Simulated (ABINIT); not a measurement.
Crystal: BIr.

```
Ir B
1.0
     3.04211    0.00000    0.00000
    -1.52105    2.63454    0.00000
     0.00000    0.00000    2.70297
Ir B
1 1
Direct
  0.66667 0.33333 0.00000
  0.00000 0.00000 0.50000
```

The cell comes from a database or a generator and needn't be the stable form of this composition.

```yaml
Program: ABINIT 10.8.3 (patched build)
Task: relaxation of cell and atoms
Functional: PBEsol
Potentials_or_basis: JTH PAW PBE v2.0
Cutoff: 435 eV
k_mesh: 10 × 10 × 10
Occupations: fermi-dirac, width 0.05 eV
Spin: no spin polarisation
```

At the start: pressure -4.7 GPa; volume 10.83 Å³/atom.

Q: How do energy, volume and symmetry change on relaxing?

A: Over 4 steps the energy falls by 2.7 meV/atom and the volume is 10.66 Å³/atom (-1.6 %); space group P-6m2 (No. 187, to 0.05 Å).

Step by step:
```
step  energy change (eV)  largest force (eV/Å)  pressure (GPa)  volume (Å³)
   1              0.0000                0.0000           -4.70        21.66
   2             -0.0049                0.0000           -0.11        21.35
   3             -0.0053                0.0000            0.08        21.33
   4             -0.0054                0.0000            0.00        21.32
```

Final structure:
```cif
data_structure
_symmetry_space_group_name_H-M 'P 1'
_symmetry_Int_Tables_number 1
_cell_length_a 3.0197
_cell_length_b 3.0197
_cell_length_c 2.7005
_cell_angle_alpha 90.000
_cell_angle_beta 90.000
_cell_angle_gamma 120.000
_cell_volume 21.32
loop_
_atom_site_label
_atom_site_type_symbol
_atom_site_fract_x
_atom_site_fract_y
_atom_site_fract_z
_atom_site_occupancy
Ir1 Ir 0.66667 0.33333 0.00000 1
B1 B 0.00000 0.00000 0.50000 1
```

Caveat: the PAW data sets were made with another functional, which shifts forces and pressure a little; the atomic spheres overlap.
